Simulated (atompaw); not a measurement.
**Nickel: generating and testing a PAW (atompaw) potential**

Do these settings give a usable potential? It is generated, then checked for scattering, ghosts and hardness.

The numbers are computed with atompaw 4.2.0.5 (PBE, scalar-relativistic, spin-unpolarised reference atom).

## (1) The design

The settings as typed:

```json
{"element": "nickel (Ni, Z = 28)", "type": "PAW", "frozen core": "[Ne]", "valence charge": "18", "reference configuration": "3s2 3p6 3d8 4s2 4p0", "partial waves": "3s (bound): rc 0.85 bohr; 4s (bound): rc 1.45 bohr; 3p (bound): rc 1.10 bohr; 4p (bound, empty): rc 1.45 bohr; 3d (bound): rc 1.45 bohr; 3d channel at 0.05 Ry: rc 1.45 bohr", "local potential": "vpsmatchnc scheme with l = 3 at 0 Ry, radius 1.35 bohr", "core correction": "smooth core density matched at 1.15 bohr", "augmentation charge": "besselshape compensation charge, radius 1.10 bohr; PAW radius 1.45 bohr; waves and projectors: custom polynom2 7 10 vanderbiltortho"}
```

The outer shells as boxes (Hund's rule for the drawing; the calculation is spin-unpolarised):

```
[Ne] core
3s [↑↓]
3p [↑↓][↑↓][↑↓]
3d [↑↓][↑↓][↑↓][↑ ][↑ ]
4s [↑↓]
4p [  ][  ][  ]
```

The nodes and maxima of the atom's own shells, from an earlier all-electron run, set the scale for the radii.

All-electron outer shells of the reference configuration (PBE, scalar-relativistic, ld1.x):

```csv
shell,level (eV),outermost node (bohr),outermost maximum (bohr)
2s,-981.83,0.07,0.21
2p,-844.68,–,0.16
3s,-111.06,0.30,0.64
3p,-71.39,0.27,0.65
3d,-8.87,–,0.63
4s,-5.64,0.92,2.24
4p,-1.22,1.00,3.17
```

## (2) Generating the potential

Ni.input

```
Ni 28
GGA-PBE scalarrelativistic loggrid 1500 logderivrange -10 5 376
4 4 3 0 0 0
4 1 0
3 2 8
0 0 0
c
c
v
v
c
v
v
v
2
1.45 1.10 1.35 1.15
n
n
y
0.05
n
custom polynom2 7 10 vanderbiltortho besselshape
3 0 vpsmatchnc
0.85
1.45
1.10
1.45
1.45
1.45
PWSCFOUT
UPFDX 0.0125d0 UPFXMIN -7.d0 UPFZMESH 28.d0
END
```

Started as:

```console
$ atompaw < Ni.input > Ni.log
```

**Question.** What will these runs give? Wanted: cutoffs for 10 and 1 mRy, occupied levels; bound ghosts; largest phase difference near zero energy, channels read; lowest eigenvalue of the overlap; share of valence orbitals outside the PAW sphere; UPF file.

The runs gave:

```
                                                quantity                                      value
               cutoffs for 10 and 1 mRy, occupied levels                over 300 Ry and over 300 Ry
                                            bound ghosts                                 none found
largest phase difference near zero energy, channels read                                  0.004 rad
         lowest eigenvalue of the overlap (Bessel basis)                                  0.601 (s)
        share of valence orbitals outside the PAW sphere  3s 2 %, 4s 93 %, 3p 4 %, 4p 98 %, 3d 18 %
                                                UPF file                                    written
```

By its cutoff, over 300 Ry for the looser tolerance, it is very hard. The Bessel-basis test finds no level below the valence levels. Near zero energy the phases of the channels with partial waves agree within 0.004 rad. These are tests on the free atom; a crystal test is still owed.
